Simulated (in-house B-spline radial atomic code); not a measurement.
# K²⁺: ionisation energy by several methods

An exercise on one series of results from a longer session: the logs are not shown, and one member is left open.

Program: in-house B-spline radial atomic code version 1. Level of theory: non-relativistic, several functionals, spin-polarised; spherical all-electron atom at the radial basis limit. These are calculated values, not measurements, unless marked.

## Starting point

```
element       : potassium (Z = 19)
charge        : +2
electrons     : 17
configuration : [Ne] 3s2 3p5
nucleus       : point
```

Outer shells as boxes (Hund's rule):

[Ne] 3s2 3p5
```
[Ne] core
3s [↑↓]
3p [↑↓][↑↓][↑ ]
```

Where spins are not typed, each open shell is filled with up spins first.

The first run:

Settings, as recorded:

```ini
Z = 19
electrons = 17.0
configuration = [Ne] 3s2 3p5
hamiltonian = nr
method = am05
spin_polarised = True
```

Among the steps run: AM05; PBEsol; revTPSS; PBE; RPBE; BLYP; PW91; Hartree-Fock; SCAN.

One table of the session follows, with a row left open; its other results are not shown here.

| method | ΔSCF (eV) |
| --- | --- |
| AM05 | 45.747 |
| PBEsol | 45.740 |
| PBE | 45.789 |
| RPBE | 45.749 |
| BLYP | 45.663 |
| PW91 | 45.885 |
| revTPSS | 45.800 |
| SCAN | ? |
| Hartree-Fock | 44.411 |

Q: Estimate the row for SCAN from the others.

As computed: ΔSCF (eV): 45.945. In the column «ΔSCF (eV)» it is the highest.

Members of this set that are not shown: 12 used exact exchange with fractional occupations of an open shell, which is unsound here.

Limits of these values: Meta-GGA runs start from a PBE run whose iterations are not counted.
